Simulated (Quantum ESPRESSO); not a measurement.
A run of Quantum ESPRESSO 7.5:

Contents of pw.in:

```
&CONTROL
  calculation = 'scf'
  prefix = 'pwscf'
  outdir = './tmp'
  pseudo_dir = './pseudo'
  tprnfor = .true.
  tstress = .true.
  disk_io = 'nowf'
/
&SYSTEM
  ibrav = 0
  nat = 6
  ntyp = 2
  ecutwfc = 96
  nbnd = 40
  input_dft = 'XC-000I-000I-109L-134L-000I-000I'
  occupations = 'smearing'
  smearing = 'gaussian'
  degauss = 0.00367493
  nspin = 2
  starting_magnetization(1) = 0.2
  starting_magnetization(2) = 0
/
&ELECTRONS
  conv_thr = 2.4d-07
  electron_maxstep = 100
  mixing_beta = 0.7
  mixing_ndim = 20
/
ATOMIC_SPECIES
Mn    54.9380 Mn.upf
O     15.9990 O.upf
CELL_PARAMETERS angstrom
   4.3959987700    0.0000000000    0.0000000000
   0.0000000000    4.3959987700    0.0000000000
   0.0000000000    0.0000000000    2.8709991900
ATOMIC_POSITIONS crystal
Mn     0.0000000000    0.0000000000    0.0000000000
Mn     0.5000000000    0.5000000000    0.5000000000
O      0.3020000000    0.3020000000    0.0000000000
O      0.1980000000    0.8020000000    0.5000000000
O      0.6980000000    0.6980000000    0.0000000000
O      0.8020000000    0.1980000000    0.5000000000
K_POINTS automatic
4 4 7 0 0 0
HUBBARD {ortho-atomic}
U Mn-3d 4.0
```

Potentials or basis: PseudoDojo 0.4.1 SR LDA standard.

Run with:

```bash
$ OMP_NUM_THREADS=1 mpirun -n 2 pw.x -nk 2 -in pw.in > pw.out
```

Hardware: 2 MPI ranks on Intel(R) Xeon(R) Processor @ 2.50GHz (Skylake/Cascade Lake), with other jobs on the host.

Question: How long does it take, and how much memory?

Answer: Run time: 3.9 min on 2 MPI ranks on Intel(R) Xeon(R) Processor @ 2.50GHz (Skylake/Cascade Lake) (shared host), peak memory 0.54 GiB a rank. Counts: scf iterations 11, k pools 2, bands 40, k points 24, g dense 47541.
